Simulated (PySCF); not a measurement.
# C6H17P2+: magnetic properties

Aim: compute the magnetic properties of C6H17P2+ (`CCCC[P+](C)(C)P`).

Programs: PySCF 2.14.0, with routines of our own; each step states its level. All values are computed. Atoms count from 0.

## Step 1: The starting structure

25 atoms, charge 1, multiplicity 1; geometry from: GFN2-xTB.

## Step 2: Magnetic properties: GIAO CAM-B3LYP/pcSseg-1

Job settings and geometry (Å):

```
{"job": {"kind": "mag", "xc": "CAM-B3LYP", "basis": "pcSseg-1", "isotopologues": 2}, "charge": 1, "multiplicity": 1}
C      3.125834     0.002321     1.086707
C      2.615397     0.730130    -0.151330
C      1.093858     0.891677    -0.165584
C      0.374648    -0.444917    -0.362571
P     -1.437603    -0.235549    -0.337963
C     -1.975996    -0.084368     1.398139
C     -2.174178    -1.758699    -0.999211
P     -1.960843     1.430086    -1.631222
H      2.789316    -1.031110     1.115562
H      4.211558    -0.005594     1.086346
H      2.793260     0.503998     1.992663
H      2.932450     0.197214    -1.049232
H      3.063200     1.724166    -0.182811
H      0.780334     1.351781     0.775363
H      0.816639     1.565200    -0.984352
H      0.644005    -1.155012     0.423684
H      0.648944    -0.879643    -1.328463
H     -1.489846     0.770449     1.866260
H     -3.056202     0.051489     1.440809
H     -1.706603    -0.990663     1.939174
H     -3.257937    -1.729210    -0.890455
H     -1.925235    -1.851573    -2.056120
H     -1.783063    -2.621108    -0.459650
H     -1.810127     2.351454    -0.590499
H     -3.322745     1.241625    -1.368725
```

Level: GIAO CAM-B3LYP/pcSseg-1 magnetisability, rotational g tensor and spin-rotation constants, non-relativistic, gas phase.

Run with:

```sh
OMP_NUM_THREADS=1 python excited_run.py task.json out
```

The driver reads the jobs from task.json and runs them one after another.

The log of the run:

```text
coarse grid: 20304 points
cycle   1  E = -921.0520407230  dE =  1.058e+00  |g| = 4.432e-01  |ddm| = 4.203e+00
cycle   2  E = -921.0735606160  dE = -2.152e-02  |g| = 3.760e-01  |ddm| = 9.437e-01
cycle   3  E = -921.1080881835  dE = -3.453e-02  |g| = 3.814e-02  |ddm| = 4.364e-01
cycle   4  E = -921.1084472857  dE = -3.591e-04  |g| = 1.245e-02  |ddm| = 5.778e-02
cycle   5  E = -921.1084823498  dE = -3.506e-05  |g| = 3.432e-03  |ddm| = 1.429e-02
cycle   6  E = -921.1084854312  dE = -3.081e-06  |g| = 7.419e-04  |ddm| = 3.787e-03
final grid: 182424 points
cycle   7  E = -921.1703315603  dE = -4.066e-05  |g| = 4.940e-03  |ddm| = 2.061e-02
cycle   8  E = -921.1703331203  dE = -1.560e-06  |g| = 4.263e-03  |ddm| = 7.000e-03
cycle   9  E = -921.1703375696  dE = -4.449e-06  |g| = 2.604e-04  |ddm| = 3.213e-03
cycle  10  E = -921.1703375840  dE = -1.447e-08  |g| = 1.065e-04  |ddm| = 4.743e-04
cycle  11  E = -921.1703375866  dE = -2.590e-09  |g| = 2.224e-05  |ddm| = 1.538e-04
cycle  12  E = -921.1703375867  dE = -1.287e-10  |g| = 6.622e-06  |ddm| = 2.810e-05
converged SCF energy = -921.1703375867

Magnetisability tensor (1e-30 J/T^2)
    -1920.51        3.46      -24.32
        3.46    -1939.04        7.80
      -24.32        7.80    -1928.58
isotropic -1929.38   principal values   -1953.78  -1934.61  -1899.74
isotropic susceptibility -116.190 1e-6 cm^3/mol

Inertial axes            a          b          c
rot. const./GHz      1.9369     0.7321     0.6418
chi total          -116.420   -116.746   -115.403
chi diamagnetic    -780.319  -1834.545  -2042.337
chi paramagnetic    663.899   1717.798   1926.934
quadrupole/D A       11.715     -4.546     -7.169
g nuclear            0.6156     0.5986     0.5878
g electronic        -0.6041    -0.5908    -0.5810
g total              0.0115     0.0078     0.0069

Spin-rotation constants (kHz, H = +C I.J)
atom  isotope        aa         bb         cc
  4    31P        3.137      1.185      1.058
  7    31P        2.122      0.749      0.693
  8     1H       -0.193     -0.024     -0.067
  9     1H        0.024     -0.088     -0.074
 10     1H       -0.223     -0.094      0.001
 11     1H       -0.222     -0.095      0.008
 12     1H       -0.176     -0.022     -0.062
 13     1H       -0.226     -0.098      0.001
 14     1H       -0.182     -0.012     -0.083
 15     1H       -0.176     -0.011     -0.086
 16     1H       -0.228     -0.099      0.001
 17     1H       -0.175     -0.075     -0.035
 18     1H       -0.029     -0.096     -0.067
 19     1H       -0.232     -0.009     -0.077
 20     1H       -0.023     -0.091     -0.074
 21     1H       -0.251     -0.072     -0.014
 22     1H       -0.204     -0.015     -0.079
 23     1H       -0.224     -0.084     -0.006
 24     1H       -0.025     -0.077     -0.079
  0    13C*       0.275      0.100      0.081
  1    13C*       0.292      0.117      0.095
  2    13C*       0.290      0.120      0.101
  3    13C*       0.305      0.124      0.094
  5    13C*       0.287      0.095      0.089
* in the singly substituted isotopologue

Isotopologues: g along a, b, c
2H    at 8,9,10,11,12,1     0.0092     0.0066     0.0059
13C   at 0                  0.0115     0.0076     0.0068
```

It took 5.5 min on 1 thread of Intel Xeon at 2.50GHz, shared host; peak memory 1.3 GiB.

Key values:

```csv
quantity,value
magnetisability,-1929·10⁻³⁰ J/T²
molar susceptibility,-116.2·10⁻⁶ cm³/mol
"rotational g (a, b, c)","0.0115, 0.0078, 0.0069"
```

## Step 3: Magnetic properties: GIAO B3LYP/STO-3G in chloroform

Settings changed since step 2:

```diff
@@ -1,2 +1,2 @@
-{"job": {"kind": "mag", "xc": "CAM-B3LYP", "basis": "pcSseg-1", "isotopologues": 2}, "charge": 1, "multiplicity": 1}
+{"job": {"kind": "mag", "xc": "B3LYP", "basis": "STO-3G", "scf": {"guess": "vsap"}, "solvent": "chloroform"}, "charge": 1, "multiplicity": 1}
 C      3.125834     0.002321     1.086707
```

Method: GIAO B3LYP/STO-3G magnetisability, non-relativistic, IEF-PCM chloroform.

The log of the run:

```text
final grid: 182424 points
cycle   1  E = -910.1404885513  dE = -6.086e-01  |g| = 1.573e+00  |ddm| = 5.417e+00
cycle   2  E = -910.3676604184  dE = -2.272e-01  |g| = 1.356e+00  |ddm| = 4.365e+00
cycle   3  E = -910.9968039810  dE = -6.291e-01  |g| = 8.415e-02  |ddm| = 2.217e+00
cycle   4  E = -910.9989390812  dE = -2.135e-03  |g| = 3.688e-02  |ddm| = 1.869e-01
cycle   5  E = -910.9993843340  dE = -4.453e-04  |g| = 4.220e-03  |ddm| = 5.504e-02
cycle   6  E = -910.9993908105  dE = -6.476e-06  |g| = 8.031e-04  |ddm| = 7.956e-03
cycle   7  E = -910.9993910231  dE = -2.126e-07  |g| = 2.084e-04  |ddm| = 1.457e-03
cycle   8  E = -910.9993910372  dE = -1.410e-08  |g| = 1.978e-05  |ddm| = 3.206e-04
cycle   9  E = -910.9993910374  dE = -1.558e-10  |g| = 5.263e-06  |ddm| = 4.278e-05
converged SCF energy = -910.9993910374

Magnetisability tensor (1e-30 J/T^2)
    -2004.34        2.63      -19.96
        2.63    -2013.01        6.00
      -19.96        6.00    -1988.13
isotropic -2001.83   principal values   -2021.50  -2009.61  -1974.37
isotropic susceptibility -120.553 1e-6 cm^3/mol

Inertial axes            a          b          c
rot. const./GHz      1.9369     0.7321     0.6418
chi total          -121.234   -120.887   -119.537
chi diamagnetic    -775.389  -1833.341  -2041.272
chi paramagnetic    654.154   1712.454   1921.735
quadrupole/D A        7.417     -2.515     -4.902
```

Wall time 69 s (1 thread of Intel Xeon at 2.50GHz, shared host); peak memory 1 GiB.

From this job:

```
            quantity                value
     magnetisability     -2002·10⁻³⁰ J/T²
molar susceptibility  -120.6·10⁻⁶ cm³/mol
```

## Step 4: What came out

| quantity | value |
| --- | --- |
| magnetisability (step 2, GIAO CAM-B3LYP/pcSseg-1) | -1929·10⁻³⁰ J/T² |
| molar susceptibility (step 2, GIAO CAM-B3LYP/pcSseg-1) | -116.2·10⁻⁶ cm³/mol |
| rotational g (a, b, c) (step 2, GIAO CAM-B3LYP/pcSseg-1) | 0.0115, 0.0078, 0.0069 |

For an ion, the motion of the centre of mass in the field is left out. Vibrational averaging and real surroundings are missing from these values.
